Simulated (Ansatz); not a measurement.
**CH6BFSSi: one species, many methods**

Aim: compute CH6BFSSi with functionals from several rungs and with coupled cluster, and see how far each lands from CCSD(T) at the basis-set limit for the atomisation energy.

Program: Ansatz 0.2.0, Gaussian basis. Level of theory: functionals in def2-TZVPP, the program's frozen cores in correlated methods. These are calculated values, not measurements.

Levels to be run: PBE-D4, r2SCAN-D4, PBE0-D4, B3LYP-D4, ωB97X-V, ωB97M-V, B2PLYP; CCSD(T)/def2-TZVPP; MP2/def2-QZVPP; extrapolation to the limit.

## (1) The relaxed structure

All runs share one geometry, relaxed beforehand with PBE0-D4 in a triple-zeta def2 set.

11 atoms, charge 0, spin multiplicity 1.

Atoms are counted from 1 here; the program's logs count them from 0.

Bond lengths: B1–C2 1.553 Å, B1–H6 1.194 Å, B1–H7 1.197 Å, C2–S3 1.822 Å, C2–H8 1.099 Å, C2–H9 1.097 Å, S3–Si4 2.104 Å, Si4–F5 1.602 Å, Si4–H10 1.483 Å, Si4–H11 1.479 Å. Angles: C2–B1–H6 122.6°, C2–B1–H7 117.5°, H6–B1–H7 119.8°, B1–C2–S3 114.8°, B1–C2–H8 106.3°, B1–C2–H9 109.5°, S3–C2–H8 110.0°, S3–C2–H9 110.6°, H8–C2–H9 105.1°, C2–S3–Si4 100.2°, S3–Si4–F5 112.2°, S3–Si4–H10 110.5°, S3–Si4–H11 107.2°, F5–Si4–H10 105.5°, F5–Si4–H11 108.5°, H10–Si4–H11 113.0°.

As a file:

```xyz
11

B    -0.7016    1.7029    1.4377
C    -0.4435    0.6466    0.3290
S     1.0669   -0.3470    0.5581
Si    0.8979   -1.6622   -1.0752
F     1.1036   -0.9143   -2.4766
H     0.0745    1.9121    2.3212
H    -1.7157    2.3351    1.3744
H    -0.3898    1.2002   -0.6191
H    -1.3221   -0.0026    0.2315
H    -0.4641   -2.2458   -1.1330
H     1.9591   -2.6823   -0.9273
```

## (2) PBE-D4 (GGA)

Contents of in.yaml:

```yaml
crystal:
  periodic: [false, false, false]
  atoms:
    - {symbol: B, position_ang: [-0.701571, 1.702890, 1.437684]}
    - {symbol: C, position_ang: [-0.443537, 0.646640, 0.329026]}
    - {symbol: S, position_ang: [1.066876, -0.346999, 0.558120]}
    - {symbol: Si, position_ang: [0.897873, -1.662152, -1.075206]}
    - {symbol: F, position_ang: [1.103644, -0.914282, -2.476628]}
    - {symbol: H, position_ang: [0.074522, 1.912096, 2.321187]}
    - {symbol: H, position_ang: [-1.715731, 2.335149, 1.374368]}
    - {symbol: H, position_ang: [-0.389775, 1.200247, -0.619123]}
    - {symbol: H, position_ang: [-1.322112, -0.002644, 0.231489]}
    - {symbol: H, position_ang: [-0.464056, -2.245775, -1.133048]}
    - {symbol: H, position_ang: [1.959066, -2.682272, -0.927269]}
basis:
  gaussian: {orbitals: def2-TZVPP}
hamiltonian: {xc: pbe, dispersion: d4}
output: {forces: true, orbitals: {seedname: orbitals}}
```

On the command line:

```
ansatz run in.yaml --threads 4 --pin off --events-out ev --progress --plain --max-ram 10444MiB
```

The runs that follow: r2SCAN-D4 (meta-GGA); PBE0-D4 (hybrid); B3LYP-D4 (hybrid); ωB97X-V (range-separated); ωB97M-V (range-separated); B2PLYP (double hybrid); CCSD(T) in def2-TZVPP; MP2 in def2-QZVPP.

Q: Predict the results of all the runs planned. Wanted: atomisation energy, CCSD(T)/CBS; farthest; mean size of error, hybrid; mean size of error, range-separated; gap, smallest and largest; T1 diagnostic; triples share of the correlation energy.

**Answer**, as computed:

| quantity | value |
| --- | --- |
| atomisation energy, CCSD(T)/CBS | 40.240 eV |
| functionals within 0.201 eV (0.5 %) | PBE0-D4, B3LYP-D4 |
| farthest | B2PLYP (-0.438 eV) |
| mean size of error, hybrid | 0.036 eV |
| mean size of error, range-separated | 0.230 eV |
| gap, smallest and largest | 3.36 eV (PBE-D4), 10.21 eV (ωB97X-V) |
| T1 diagnostic | 0.0115 |
| triples share of the correlation energy | 3.6 % |

**Reading.** PBE-D4 misses by +0.392 eV. Double hybrids carry the basis error of their MP2 part in triple zeta, and no dispersion term here, so their miss is partly the set-up's. The reference freezes the cores and leaves out relativity and excitations past (T), so misses under about 0.201 eV can't be ranked. Hartree-Fock recovers 76 % of the binding; the rest is correlation. Orbital gaps span 3.4 to 10.2 eV; exact exchange widens them.
